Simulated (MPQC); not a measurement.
# Two attempts at CHFI (SMILES F[CH]I)

Aim: the energy of CHFI at ROPBE/STO-3G.

Program for the calculation: MPQC 2.3.1.

3 further runs of the same task are left out: 1 that didn't finish, 2 set aside as unsound or not needed.

## 1. The structure to begin with

CHFI: 4 atoms, total charge 0, spin state doublet. SMILES: `F[CH]I`. The coordinates come from a GFN2-xTB relaxation.

Bond lengths: F1–C2 1.330 Å, C2–I3 2.051 Å, C2–H4 1.070 Å. Angles: F1–C2–I3 119.4°, F1–C2–H4 116.9°, I3–C2–H4 123.7°.

## 2. First attempt

The input, job.in:

```
% emacs should use -*- KeyVal -*- mode
molecule<Molecule>: (
   symmetry = c1
   unit = angstrom
   { atoms geometry } = {
      F  [ -0.098030      -1.162750       0.747030 ]
      C  [ 0.173820      -0.021600       0.120400 ]
      I  [ -1.218420       0.782600      -1.152450 ]
      H  [ 1.142630       0.401750       0.285030 ]
   }
)
basis<GaussianBasisSet>: (
   name = "STO-3G"
   molecule = $:molecule
   basisdir = "."
   puream = yes
)
mpqc: (
   checkpoint = no
   savestate = no
   restart = no
   do_energy = yes
   do_gradient = no
   optimize = no
   mole<HSOSKS>: (
      molecule = $:molecule
      basis = $:basis
      total_charge = 0
      multiplicity = 2
      memory = 1000000000
      print_evals = yes
      maxiter = 57
      functional<StdDenFunctional>: ( name = "PBE" )
      integrator<RadialAngularIntegrator>: ( grid = coarse )
   )
```

On the command line:

```bash
mpqc job.in > job.out
```

The log of the run:

```text
IPV2::error: syntax error
error occurred at line number 36 (roughly)
in file "<string>"
```

It took 0.06 s on 1 thread of Arm Neoverse V1, shared host.

## 3. Reading the log

The program refused the input.

The log says `error occurred at line number 36`. What is wrong: unbalanced parenthesis.

## 4. The mended input

The input, mol.in:

```
molecule<Molecule>: (
   symmetry = c1
   unit = angstrom
   { atoms geometry } = {
      F  [ -0.098030      -1.162750       0.747030 ]
      C  [ 0.173820      -0.021600       0.120400 ]
      I  [ -1.218420       0.782600      -1.152450 ]
      H  [ 1.142630       0.401750       0.285030 ]
   }
)
basis<GaussianBasisSet>: (
   name = "STO-3G"
   molecule = $:molecule
   basisdir = "."
   puream = yes
)
mpqc: (
   checkpoint = no
   savestate = no
   restart = no
   do_energy = yes
   do_gradient = no
   optimize = no
   mole<HSOSKS>: (
      molecule = $:molecule
      basis = $:basis
      total_charge = 0
      multiplicity = 2
      memory = 1000000000
      print_evals = yes
      maxiter = 60
      functional<StdDenFunctional>: ( name = "PBE" )
      integrator<RadialAngularIntegrator>: ( grid = coarse )
   )
)
```

The basis set STO-3G is read from a file made from the Basis Set Exchange's data (not shown).

On the command line:

```bash
mpqc mol.in > mol.out
```

The log of the run:

```text
MPQC: Massively Parallel Quantum Chemistry
[...]
  HSOSSCF::init: total charge = 0
[...]
  WARNING: BeckeIntegrationWeight usually uses the atomic maximum
           probability radius, however this is not available for
[...]
  Integrated electron density error = -0.002239935370
  iter     1 energy = -6987.8779508319 delta = 5.41170e-01
[...]
  Integrated electron density error = -0.000171546520
  iter    10 energy = -6988.6140512445 delta = 1.66350e-05
  Integrated electron density error = -0.000171553213
  iter    11 energy = -6988.6140512570 delta = 7.63394e-06
  Integrated electron density error = -0.000171556641
  iter    12 energy = -6988.6140512710 delta = 3.44291e-06
  Integrated electron density error = -0.000171558048
  iter    13 energy = -6988.6140512577 delta = 1.57539e-06
[...]
  LUMO is    36   A =   0.101780
  total scf energy = -6988.6140512577
Value of the MolecularEnergy: -6988.6140512577
[...]
        symmetry = c1
[...]
        nbasis = 38
[...]
```

It took 3.3 s on 1 thread of Arm Neoverse V1, shared host.

## 5. Results

Level: ROPBE/STO-3G.

| quantity | value |
| --- | --- |
| total energy | -6988.61405 Eh |

**Reading.** Relativity is left out although the molecule holds a heavy atom.
